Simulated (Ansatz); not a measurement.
# TiAl: the cost of one run

Computed with Ansatz 0.2.0 (DFT PBE, scalar-relativistic, plane waves, PAW, unless a step's input says otherwise).

1 further run of the same task is left out (it didn't finish).

**1. Starting point**

It takes space group P4/mmm (No. 123, tetragonal). Conventional cell: a = 4.249 Å, b = 4.249 Å, c = 6.090 Å, α = 90.00°, β = 90.00°, γ = 90.00°. Ti (site symmetry 4mm) has 1 Ti at 2.38 Å and 4 Al at 2.43 Å in its first shell of neighbours. Ti (site symmetry 4mm) has 8 Al at 2.57 to 2.66 Å and 1 Ti at 2.87 Å in its first shell of neighbours. Al (site symmetry mmm) has 8 Ti at 2.43 to 2.66 Å in its first shell of neighbours. Around Al (site symmetry mmm) lie 8 Ti at 2.57 to 2.82 Å.

Coordinates:

```
Ti Al
1.0
     4.24917    0.00000    0.00000
     0.00000    4.24917    0.00000
     0.00000    0.00000    6.08954
Ti Al
4 4
Direct
  0.50000 0.50000 0.19533
  0.50000 0.50000 0.80467
  0.00000 0.00000 0.26396
  0.00000 0.00000 0.73604
  0.00000 0.50000 0.00000
  0.00000 0.50000 0.50000
  0.50000 0.00000 0.00000
  0.50000 0.00000 0.50000
```

The guess is a distorted database cell: TiAl type (Pm-3m) distorted into a subgroup (P4/mmm, No. 123).

**2. A first look at the guess**

input.yaml reads:

```yaml
crystal:
  lattice:
    - [4.24916553, 0.0, 0.0]
    - [0.0, 4.24916553, 0.0]
    - [0.0, 0.0, 6.08954427]
  atoms:
    - { symbol: Ti, position: [0.5, 0.5, 0.19532803] }
    - { symbol: Ti, position: [0.5, 0.5, 0.80467197] }
    - { symbol: Ti, position: [0.0, 0.0, 0.26395611] }
    - { symbol: Ti, position: [0.0, 0.0, 0.73604389] }
    - { symbol: Al, position: [0.0, 0.5, 0.0] }
    - { symbol: Al, position: [0.0, 0.5, 0.5] }
    - { symbol: Al, position: [0.5, 0.0, 0.0] }
    - { symbol: Al, position: [0.5, 0.0, 0.5] }
basis:
  ecutwfc: 420
kpoints:
  mp_grid: { grid: [4, 4, 4] }
hamiltonian:
  xc: pbe
scf:
  occupations: { method: gaussian, width: 0.1 }
  lower_state_search: "off"
output:
  forces: true
  stress: true
  eigenvalues: true
```

On the command line:

```console
ansatz run input.yaml --threads 1 --pin off --max-ram 2560MiB --backend cpu --events-out ev --progress --plain --runs-dir out
```

Q: Estimate wall time and peak memory on 1 thread of Arm Neoverse N1, shared host.

About 9.1 s, with a peak of 0.37 GiB.
